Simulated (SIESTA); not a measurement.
The system is BiTe.

```xyz
2
Lattice="0.0000 3.2350 3.2350 3.2350 0.0000 3.2350 3.2350 3.2350 0.0000" Properties=species:S:1:pos:R:3 pbc="T T T"
Bi    0.0000    0.0000    0.0000
Te    3.2350    3.2350    3.2350
```

Base run:

- Program: SIESTA 5.4.2
- Functional: PBE
- Potentials or basis: PseudoDojo 0.4 standard (PBE files)
- Basis: DZP (energy shift 0.003 Ry; two zetas on semicore shells)
- Grid cutoff: 500 Ry
- Energy shift: 0.003 Ry
- k mesh: 7 × 7 × 7
- Occupations: fermi-dirac, width 0.05 eV
- Spin: no spin polarisation

Its results: band gap on the k mesh none (metal or under the smearing width); pressure 1.7 GPa.

The run is repeated on the same cell with these changes: functional from PBE to LDA; potentials or basis from PseudoDojo 0.4 standard (PBE files) to PseudoDojo 0.4 standard (LDA files). What comes out?

Band gap on the k mesh none (metal or under the smearing width); pressure -1.9 GPa.

Caveats: spin-orbit coupling is left out, which moves the levels of the heavy elements; the basis of atomic orbitals isn't converged, which shifts pressures, moduli and gaps.

Not every run made on this cell is shown here.
